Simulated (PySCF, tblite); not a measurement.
# C₄H₅F₂N₂Si radical: geometry, infrared bands and EPR parameters

Wanted: the infrared bands and EPR parameters of C₄H₅F₂N₂Si radical (`[H]/N=[C]\[SiH2]CC(F)(F)C#N`), by calculation.

The runs use tblite 0.8.0 and PySCF 2.14.0, with density-fitted response routines of our own; the level of theory stands in each step. All values are computed, except where a source is named. Atoms are numbered from 0 throughout.

## Step 1: The starting structure

14 atoms, charge 0, multiplicity 2; geometry from: force field or distance geometry start.

Bonds of the start (Å): N0–C1 1.15, C1–C2 1.49, C2–F3 1.36, C2–F4 1.35, C2–C5 1.51, C5–Si6 1.86, Si6–C7 1.89, C7–N8 1.17, C5–H9 1.10, C5–H10 1.10, Si6–H11 1.48, Si6–H12 1.50, N8–H13 1.03.

## Step 2: Relaxing the molecule with GFN2-xTB

What the job is given:

```
{"job": {"kind": "relax", "xc": "GFN2-xTB", "basis": "xTB"}, "charge": 0, "multiplicity": 2}
N     -3.693300     0.966500    -0.786300
C     -2.575100     0.706800    -0.819600
C     -1.133600     0.333100    -0.805900
F     -0.394300     1.476500    -0.818400
F     -0.855600    -0.323600    -1.956300
C     -0.789100    -0.534100     0.377500
Si     1.011600    -1.015300     0.417400
C      2.134700     0.461000     0.791300
N      2.806200     1.379800     1.048700
H     -1.031300    -0.013300     1.318200
H     -1.387900    -1.452500     0.356400
H      1.388200    -1.658300    -0.863100
H      1.180700    -2.051000     1.484100
H      3.338200     1.723800     0.234000
```

Started as:

```sh
> OMP_NUM_THREADS=1 python probes_run.py task.json out
```

The driver reads the jobs from task.json and runs them one after another.

**Question.** This job is followed by: GFN2-xTB harmonic vibrations, gas phase; UKS B3LYP, pcH-1 on C F H N Si, non-relativistic, mean-field spin-orbit, GIAO. Predict these results of the whole session: strongest single infrared mode (GFN2-xTB); zero-point energy (GFN2-xTB); g(iso) (B3LYP); ⟨S²⟩; largest a(iso) (averaged by class); potential on the surface of density 0.002 e/bohr³, 1st and 99th percentile.

**Answer**, as computed:

| quantity | value |
| --- | --- |
| strongest single infrared mode (GFN2-xTB) | 2198 cm⁻¹, 263 km/mol |
| zero-point energy (GFN2-xTB) | 50.6 kcal/mol |
| g(iso) (B3LYP) | 2.00129 |
| ⟨S²⟩ | 0.753 (exact 0.75) |
| largest a(iso) (averaged by class) | 13C on C7, 257.8 MHz |
| potential on the surface of density 0.002 e/bohr³, 1st and 99th percentile | -1.35 V and 1.87 V |

In words: Over 73 steps the energy fell by 0.471 eV; of the close pairs, C5–Si6 changed most, 1.864 to 1.921 Å. No mode is imaginary among the 36: a minimum at this level. The strongest single mode, at 2198 cm⁻¹, moves mainly H11. GFN2-xTB is a fitted tight-binding method: band positions and strengths are rough. Its intensities can rank the bands wrongly. C7 carries the largest spin population, 0.58 e. The isotropic g lies 1.0 ppt below the free-electron value. These values are for one conformer; the search (at its own cheap level) found 2 more, at 0.24, 0.50 kcal/mol, and measured spectra average over such forms.
